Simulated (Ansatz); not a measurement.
# BNH3OF (SMILES NB(O)F): CCSD(T)/6-311+G(d,p)

What is the vertical ionisation energy of BNH3OF at CCSD(T)/6-311+G**? 

The calculation is run with Ansatz 0.2.0.

122 further runs of the same task are left out: 122 set aside as unsound or not needed.

## Step 1: The molecule

BNH3OF: 7 atoms, total charge 0, spin state singlet. As SMILES, `NB(O)F`. The coordinates come from a PBE0-D4/def2-TZVP relaxation. This is one conformer, not always the lowest.

Bond lengths: N1–B2 1.406 Å, B2–O3 1.363 Å, B2–F4 1.337 Å, N1–H5 1.004 Å, N1–H6 1.003 Å, O3–H7 0.957 Å. Angles: N1–B2–O3 125.7°, N1–B2–F4 118.3°, O3–B2–F4 116.0°, B2–N1–H5 121.1°, B2–N1–H6 124.7°, B2–O3–H7 114.6°, H5–N1–H6 114.2°.

## Step 2: The energy at CCSD(T)/6-311+G(d,p)

File in.yaml:

```yaml
crystal:
  periodic: [false, false, false]
  atoms:
    - {symbol: "N", position_ang: [-0.531800, 0.753400, -0.032100]}
    - {symbol: B, position_ang: [0.039300, -0.505700, -0.288800]}
    - {symbol: O, position_ang: [1.106300, -1.044300, 0.367000]}
    - {symbol: F, position_ang: [-0.494800, -1.258200, -1.256300]}
    - {symbol: H, position_ang: [-1.320400, 1.081700, -0.559700]}
    - {symbol: H, position_ang: [-0.210100, 1.394300, 0.668500]}
    - {symbol: H, position_ang: [1.472700, -0.489200, 1.055700]}
basis:
  gaussian:
    orbitals: 6-311+G_st__st_.json
correlation:
  method: ccsd_t
  frozen_orbitals: {B: 1, F: 1, H: 0, "N": 1, O: 1}
accuracy: high
scf:
  omitted_lower_state_checks: [cluster_reference, increment]
```

The basis set 6-311+G** is read from a file made from the Basis Set Exchange's data (not shown).

On the command line:

```console
$ ansatz run in.yaml --threads 1 --pin off --max-ram 3480MiB --events-out events.jsonl --progress --plain --runs-dir runs
```

The log of the run, cut to the lines that bear on the results:

```text
Warning: RAYON_NUM_THREADS=1 ignored (pool sized by the plan → 1); use --threads N
Functional definition: HF
  name "HF"
[...]
2051 factors; integrals over basis functions are off by at most 5.0e-9 eV
[...]
mean field -6950.58671943 eV, -255.4293506623 hartree, gradient 1.5e-8 eV, S^2 0.000000; 0 other end points of the search recorded, 0 dependent functions left out
4 core orbitals not correlated: weight in the atoms' cores, before any rotation towards them, 1.000 or more for the frozen orbitals, at most 0.000 for the correlated occupied ones
reference -6950.58671943 eV, -255.4293506623 hartree; 12, 12 occupied and 90, 90 virtual orbitals, 2051 factors
second order -18.40408339 eV of doubles, -0.00000000 eV of singles
cycle   1  -18.30776753 eV  change    9.6e-2 eV  update   8.8e-2
[...]
cycle  20  -18.79398043 eV  change   5.4e-11 eV  update   2.2e-9
perturbative correction -0.54135149 eV, -0.0198943002 hartree
Total energy: -6969.92205135 eV, -256.1399110043 hartree
Checks for a lower state left out: cluster_reference, increment
```

It took 29 s on 1 thread of Intel Xeon Platinum 8259CL at 2.50GHz (Skylake/Cascade Lake), shared host; peak memory 0.87 GiB.

## Step 3: The doublet cation at the same level

File input.yaml:

```yaml
crystal:
  periodic: [false, false, false]
  atoms:
    - {symbol: N, position_ang: [-0.531800, 0.753400, -0.032100]}
    - {symbol: B, position_ang: [0.039300, -0.505700, -0.288800]}
    - {symbol: O, position_ang: [1.106300, -1.044300, 0.367000]}
    - {symbol: F, position_ang: [-0.494800, -1.258200, -1.256300]}
    - {symbol: H, position_ang: [-1.320400, 1.081700, -0.559700]}
    - {symbol: H, position_ang: [-0.210100, 1.394300, 0.668500]}
    - {symbol: H, position_ang: [1.472700, -0.489200, 1.055700]}
basis:
  gaussian:
    orbitals: 6-311+G_st__st_.json
total_charge: 1
magnetization:
  spin_polarized: true
  initial_magnetization: 1
correlation:
  method: ccsd_t
  frozen_orbitals: {B: 1, F: 1, H: 0, "N": 1, O: 1}
accuracy: high
scf:
  omitted_lower_state_checks: [cluster_reference, increment]
```

The basis set 6-311+G** is read from a file made from the Basis Set Exchange's data (not shown).

On the command line:

```console
$ ansatz run input.yaml --threads 1 --pin off --max-ram 3480MiB --events-out events.jsonl --progress --plain --runs-dir runs
```

The log of the run, cut to the lines that bear on the results:

```text
Warning: RAYON_NUM_THREADS=1 ignored (pool sized by the plan → 1); use --threads N
[... 2 set-up lines as earlier in the session ...]
[...]
2051 factors; integrals over basis functions are off by at most 5.0e-9 eV
[...]
mean field -6940.85110183 eV, -255.0715733142 hartree, gradient 2.8e-8 eV, S^2 0.760500; 2 other end points of the search recorded, 0 dependent functions left out
4 core orbitals not correlated: weight in the atoms' cores, before any rotation towards them, 1.000 or more for the frozen orbitals, at most 0.000 for the correlated occupied ones
reference -6940.85110183 eV, -255.0715733142 hartree; 12, 11 occupied and 90, 91 virtual orbitals, 2051 factors
second order -17.23057619 eV of doubles, -0.00000000 eV of singles
cycle   1  -17.24424207 eV  change   -1.4e-2 eV  update   1.1e-1
[...]
cycle  27  -17.82376921 eV  change   -1.3e-9 eV  update   2.5e-9
perturbative correction -0.52967214 eV, -0.0194650921 hartree
Total energy: -6959.20454318 eV, -255.7460498435 hartree
Checks for a lower state left out: cluster_reference, increment
```

Wall time 1.9 min (1 thread of Intel Xeon Platinum 8259CL at 2.50GHz (Skylake/Cascade Lake), shared host); peak memory 1.9 GiB.

## Step 4: Outcome

Level: CCSD(T)/6-311+G**, 4 core orbitals frozen.

| quantity | value |
| --- | --- |
| singlet BNH3OF: total energy | -256.13991 Eh |
| singlet BNH3OF: correlation energy (4 core orbitals frozen) | -710.6 mEh |
| singlet BNH3OF: (T) correction | -19.89 mEh |
| singlet BNH3OF: T1 diagnostic | 0.012 |
| doublet cation: total energy | -255.74605 Eh |
| doublet cation: correlation energy (4 core orbitals frozen) | -674.5 mEh |
| doublet cation: (T) correction | -19.47 mEh |
| doublet cation: ⟨S²⟩ of the reference determinant | 0.760 |
| doublet cation: T1 diagnostic | 0.026 |
| vertical ionisation energy (to the doublet cation) | 10.718 eV |

**Reading.** The vertical ionisation energy comes to 10.72 eV (247 kcal/mol). The triples (singlet BNH3OF) make up 2.8 % of the correlation energy. The triples (doublet cation) make up 2.9 % of the correlation energy.
